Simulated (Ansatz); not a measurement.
# PBE/STO-3G run of SnH3Cl (SMILES [Cl][SnH3])

Aim: the electronic atomisation energy of SnH3Cl at PBE/STO-3G, from 4 runs. 

The calculation is run with Ansatz 0.2.0.

59 further runs of the same task are left out: 8 that didn't finish, 51 set aside as unsound or not needed.

### 1 Starting point

SnH3Cl: 5 atoms, total charge 0, spin state singlet. As SMILES, `[Cl][SnH3]`. The coordinates come from a PBE0-D4/def2-TZVP relaxation.

Bond lengths: Cl1–Sn2 2.334 Å, Sn2–H3 1.700 Å, Sn2–H4 1.700 Å, Sn2–H5 1.700 Å. Angles: Cl1–Sn2–H3 106.1°, Cl1–Sn2–H4 106.1°, Cl1–Sn2–H5 106.1°, H3–Sn2–H4 112.7°, H3–Sn2–H5 112.7°, H4–Sn2–H5 112.7°.

### 2 The energy at PBE/STO-3G

The input, molecule.yaml:

```yaml
crystal:
  periodic: [false, false, false]
  atoms:
    - symbol: Cl
      position_ang: [-1.839400, 0.332400, 1.029900]
    - symbol: Sn
      position_ang: [0.168900, -0.044500, -0.097500]
    - symbol: H
      position_ang: [-0.120500, 0.362900, -1.722400]
    - symbol: H
      position_ang: [0.522700, -1.694200, 0.111100]
    - symbol: H
      position_ang: [1.318200, 0.969900, 0.637400]
basis:
  gaussian:
    orbitals: STO-3G
magnetization:
  spin_polarized: false
hamiltonian:
  xc: pbe
accuracy: high
```

The run is started by

```
$ ansatz run molecule.yaml --threads 1 --pin off --max-ram 2610MiB --events-out events.jsonl --progress --plain --runs-dir runs
```

What it wrote:

```text
Warning: RAYON_NUM_THREADS=1 ignored (pool sized by the plan → 1); use --threads N
Functional definition: PBE
  name "PBE"
  parameter kappa = 0.804
  parameter beta = 0.06672455060314922
  exchange = pbe_x(kappa = kappa, mu = beta*pi^2/3)
  correlation = pbe_c(beta = beta)
710 factors; integrals over basis functions are off by at most 7.3e-9 eV
mean field evaluation 1: about -174738.0380 eV, gradient 1.5e1 eV
mean field evaluation 2: about -174738.2956 eV, gradient 1.4e1 eV
mean field evaluation 4: about -174739.2717 eV, gradient 2.4e-1 eV
mean field evaluation 8: about -174739.1902 eV, gradient 3.0e-3 eV
mean field -174739.19017380 eV, -6421.5467964101 hartree, gradient 2.3e-8 eV, S^2 0.000000; 0 other end points of the search recorded, 0 dependent functions left out
reference -174739.19017565 eV, -6421.5467964780 hartree; 35, 35 occupied and 4, 4 virtual orbitals, 710 factors
Total energy: -174739.19017565 eV, -6421.5467964780 hartree
```

Wall time 2.3 s (1 thread of Arm Neoverse V1, shared host); peak memory 0.11 GiB.

### 3 The Cl atom at the same level

The input, molecule.yaml:

```yaml
crystal:
  periodic: [false, false, false]
  atoms:
    - {symbol: Cl, position_ang: [0.000000, 0.000000, 0.000000]}
basis:
  gaussian:
    orbitals: STO-3G
magnetization:
  spin_polarized: true
  initial_magnetization: 1
hamiltonian:
  xc: pbe
accuracy: high
```

Run the same way, it converges to -454.91342 Eh (log not shown).

### 4 The H atom

The input, in.yaml:

```yaml
basis:
  gaussian: {orbitals: STO-3G}
crystal:
  periodic: [false, false, false]
  atoms:
    - {symbol: H, position_ang: [0.000000, 0.000000, 0.000000]}
magnetization: {spin_polarized: true, initial_magnetization: 1}
hamiltonian: {xc: pbe}
accuracy: high
```

The run is started by

```
$ ansatz run in.yaml --threads 1 --pin off --max-ram 2610MiB --events-out events.jsonl --progress --plain --runs-dir runs
```

What it wrote, cut to the lines that bear on the results:

```text
Warning: RAYON_NUM_THREADS=1 ignored (pool sized by the plan → 1); use --threads N
[... 6 set-up lines as earlier in the session ...]
1 factors; integrals over basis functions are off by at most 4.6e-10 eV
mean field evaluation 1: about -12.6363 eV, gradient 0.0e0 eV
mean field evaluation 2: about -12.6363 eV, gradient 0.0e0 eV
mean field -12.63630448 eV, -0.4643756244 hartree, gradient 0.0e0 eV, S^2 0.750000; 0 other end points of the search recorded, 0 dependent functions left out
reference -12.63630558 eV, -0.4643756647 hartree; 1, 0 occupied and 0, 1 virtual orbitals, 1 factors
Total energy: -12.63630558 eV, -0.4643756647 hartree
```

Wall time 0.08 s (1 thread of Arm Neoverse V1, shared host).

### 5 The Sn atom at the same level

The input, input.yaml:

```yaml
crystal:
  periodic: [false, false, false]
  atoms:
    - symbol: Sn
      position_ang: [0.000000, 0.000000, 0.000000]
basis:
  gaussian:
    orbitals: STO-3G
magnetization:
  spin_polarized: true
  initial_magnetization: 2
hamiltonian:
  xc: pbe
accuracy: high
```

Run the same way, it converges to -5964.56879 Eh (log not shown).

### 6 What came out

Level: PBE/STO-3G.

| quantity | value |
| --- | --- |
| molecule: total energy | -6421.54680 Eh |
| Cl atom: total energy | -454.91342 Eh |
| Cl atom: ⟨S²⟩ | 0.750 |
| H atom: total energy | -0.46438 Eh |
| H atom: ⟨S²⟩ | 0.750 |
| Sn atom: total energy | -5964.56879 Eh |
| Sn atom: ⟨S²⟩ | 2.000 |
| electronic atomisation energy | 18.271 eV |

**Reading.** Taking the molecule apart into free atoms costs 18.27 eV (1763 kJ/mol), before zero-point energy and without spin-orbit coupling. In a minimal basis such a difference can be off by several eV, whatever the method. Relativity is left out (molecule) although the molecule holds a heavy atom. Relativity is left out (Sn atom) although the molecule holds a heavy atom.
